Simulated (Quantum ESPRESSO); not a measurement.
# Ge (I4_1/amd) in Quantum ESPRESSO: single point with LDA

Aim: the single point of Ge with LDA.

All numbers are computed with Quantum ESPRESSO 7.5; they aren't measurements. Logs are shortened: lines on timing, memory, paths and dates and some standing lists are left out, and cuts for length are marked.

### Step 1. Starting point

The structure is tetragonal, space group I4_1/amd (No. 141). The conventional cell has a = 3.898 Å, b = 3.898 Å, c = 5.740 Å, α = 90.00°, β = 90.00°, γ = 90.00°. Around Ge (site symmetry -4m2) lie 4 Ge at 2.42 Å.

### Step 2. Single point, LDA

Contents of pw.in:

```
&CONTROL
  calculation = 'scf'
  prefix = 'pwscf'
  outdir = './tmp'
  pseudo_dir = './pseudo'
  tprnfor = .true.
  tstress = .true.
  disk_io = 'nowf'
/
&SYSTEM
  ibrav = 0
  nat = 2
  ntyp = 1
  ecutwfc = 78
  nbnd = 21
  occupations = 'smearing'
  smearing = 'gaussian'
  degauss = 0.00073499
/
&ELECTRONS
  conv_thr = 4d-10
  electron_maxstep = 120
  mixing_beta = 0.5
/
ATOMIC_SPECIES
Ge    72.6300 Ge.upf
CELL_PARAMETERS angstrom
   0.0000000000    2.7562500000    2.8698750000
   2.7562500000    0.0000000000    2.8698750000
   2.7562500000    2.7562500000    0.0000000000
ATOMIC_POSITIONS crystal
Ge     0.0000000000    0.0000000000    0.0000000000
Ge     0.2500000000    0.2500000000    0.2500000000
K_POINTS automatic
10 10 10 0 0 0
```

Potentials or basis: PseudoDojo 0.4.1 SR LDA standard.

On the command line:

```bash
OMP_NUM_THREADS=1 pw.x -in pw.in > pw.out
```

pw.out:

```text
This program is part of the open-source Quantum ESPRESSO suite
     for quantum simulation of materials; please cite
         "P. Giannozzi et al., J. Phys.:Condens. Matter 21 395502 (2009);
         "P. Giannozzi et al., J. Phys.:Condens. Matter 29 465901 (2017);
         "P. Giannozzi et al., J. Chem. Phys. 152 154105 (2020);
     in publications or presentations arising from this work. More details at

     Message from routine setup:
     using ibrav=0 with symmetry is DISCOURAGED, use correct ibrav instead

     G-vector sticks info
     --------------------
     sticks:   dense  smooth     PW     G-vecs:    dense   smooth      PW
     Sum        1201    1201    359                27391    27391    4417

     Using Slab Decomposition

     bravais-lattice index     =            0
     lattice parameter (alat)  =       7.5194  a.u.
     unit-cell volume          =     294.2570 (a.u.)^3
     number of atoms/cell      =            2
     number of atomic types    =            1
     number of electrons       =        28.00
     number of Kohn-Sham states=           21
     kinetic-energy cutoff     =      78.0000  Ry
     charge density cutoff     =     312.0000  Ry
     scf convergence threshold =      4.0E-10
     mixing beta               =       0.5000
     number of iterations used =            8  plain     mixing
     Exchange-correlation= SLA  PW   NOGX NOGC
                           (   1   4   0   0   0   0   0)

     celldm(1)=   7.519376  celldm(2)=   0.000000  celldm(3)=   0.000000
     celldm(4)=   0.000000  celldm(5)=   0.000000  celldm(6)=   0.000000

     crystal axes: (cart. coord. in units of alat)
               a(1) = (   0.000000   0.692685   0.721240 )
               a(2) = (   0.692685   0.000000   0.721240 )
               a(3) = (   0.692685   0.692685   0.000000 )

     reciprocal axes: (cart. coord. in units 2 pi/alat)
               b(1) = ( -0.721829  0.721829  0.693250 )
               b(2) = (  0.721829 -0.721829  0.693250 )
               b(3) = (  0.721829  0.721829 -0.693250 )

     PseudoPot. # 1 for Ge read from file:
     Ge.upf
     Pseudo is Norm-conserving + core correction, Zval = 14.0
     Generated using ONCVPSP code by D. R. Hamann
     Using radial grid of 1524 points,  6 beta functions with:
                l(1) =   0
                l(2) =   0
                l(3) =   1
                l(4) =   1
                l(5) =   2
                l(6) =   2

     atomic species   valence    mass     pseudopotential
     Ge               14.00    72.63000     Ge( 1.00)

     16 Sym. Ops., with inversion, found ( 8 have fractional translation)

   Cartesian axes

     site n.     atom                  positions (alat units)
         1        Ge     tau(   1) = (   0.0000000   0.0000000   0.0000000  )
         2        Ge     tau(   2) = (   0.3463424   0.3463424   0.3606202  )

     number of k points=   102  Gaussian smearing, width (Ry)=  0.0007

     Number of k-points >= 100: set verbosity='high' to print them.

     Dense  grid:    27391 G-vectors     FFT dimensions: (  48,  48,  48)

     Initial potential from superposition of free atoms

     starting charge      27.9987, renormalised to      28.0000
     Starting wfcs are   18 randomized atomic wfcs +    3 random wfcs

     Self-consistent Calculation

     iteration #  1     ecut=    78.00 Ry     beta= 0.50
     Davidson diagonalization with overlap
     ethr =  1.00E-02,  avg # of iterations =  5.2

     Threshold (ethr) on eigenvalues was too large:
     Diagonalizing with lowered threshold

     Davidson diagonalization with overlap
     ethr =  1.28E-04,  avg # of iterations =  3.4

     total energy              =    -356.94011443 Ry
     estimated scf accuracy    <       0.03697886 Ry

     iteration #  2     ecut=    78.00 Ry     beta= 0.50
     Davidson diagonalization with overlap
     ethr =  1.32E-04,  avg # of iterations =  1.0

     total energy              =    -356.93894548 Ry
     estimated scf accuracy    <       0.00613523 Ry

     iteration #  3     ecut=    78.00 Ry     beta= 0.50
     Davidson diagonalization with overlap
     ethr =  2.19E-05,  avg # of iterations =  3.3

     total energy              =    -356.93937777 Ry
     estimated scf accuracy    <       0.00008518 Ry

     iteration #  4     ecut=    78.00 Ry     beta= 0.50
     Davidson diagonalization with overlap
     ethr =  3.04E-07,  avg # of iterations =  4.3

     total energy              =    -356.93938823 Ry
     estimated scf accuracy    <       0.00000484 Ry

     iteration #  5     ecut=    78.00 Ry     beta= 0.50
     Davidson diagonalization with overlap
     ethr =  1.73E-08,  avg # of iterations =  1.5

     total energy              =    -356.93938832 Ry
     estimated scf accuracy    <       0.00000031 Ry

     iteration #  6     ecut=    78.00 Ry     beta= 0.50
     Davidson diagonalization with overlap
     ethr =  1.12E-09,  avg # of iterations =  2.0

     total energy              =    -356.93938845 Ry
     estimated scf accuracy    <       0.00000006 Ry

     iteration #  7     ecut=    78.00 Ry     beta= 0.50
     Davidson diagonalization with overlap
     ethr =  2.11E-10,  avg # of iterations =  2.0

     total energy              =    -356.93938846 Ry
     estimated scf accuracy    <          3.1E-09 Ry

     iteration #  8     ecut=    78.00 Ry     beta= 0.50
     Davidson diagonalization with overlap
     ethr =  1.12E-11,  avg # of iterations =  1.8

     End of self-consistent calculation

     Number of k-points >= 100: set verbosity='high' to print the bands.

     the Fermi energy is     9.8999 ev

!    total energy              =    -356.93938846 Ry
     estimated scf accuracy    <          3.7E-11 Ry
     smearing contrib. (-TS)   =      -0.00000075 Ry
     internal energy E=F+TS    =    -356.93938772 Ry

     The total energy is F=E-TS. E is the sum of the following terms:
     one-electron contribution =    -180.14027858 Ry
     hartree contribution      =     109.14765731 Ry
     xc contribution           =     -85.90104436 Ry
     ewald contribution        =    -200.04572210 Ry

     convergence has been achieved in   8 iterations

     Forces acting on atoms (cartesian axes, Ry/au):

     atom    1 type  1   force =    -0.00000000    0.00000000   -0.00000000
     atom    2 type  1   force =     0.00000000   -0.00000000    0.00000000

     Total force =     0.000000     Total SCF correction =     0.000000

     Computing stress (Cartesian axis) and pressure

          total   stress  (Ry/bohr**3)                   (kbar)     P=       12.33
   0.00015990   0.00000000   0.00000000           23.52        0.00        0.00
   0.00000000   0.00015990  -0.00000000            0.00       23.52       -0.00
  -0.00000000  -0.00000000  -0.00006830           -0.00       -0.00      -10.05

=------------------------------------------------------------------------------=
   JOB DONE.
=------------------------------------------------------------------------------=
```

Run time: 3.6 min. Hardware: 1 thread of Arm Neoverse N1, shared host; peak memory 0.16 GiB.

Results:

| Property | Result |
| --- | --- |
| Free energy | -4856.4078 eV |
| Pressure | 1.2 GPa |
| Band gap on the k mesh | 0.02 eV, indirect (least direct gap 0.03 eV) |

A k mesh can miss the band edges.
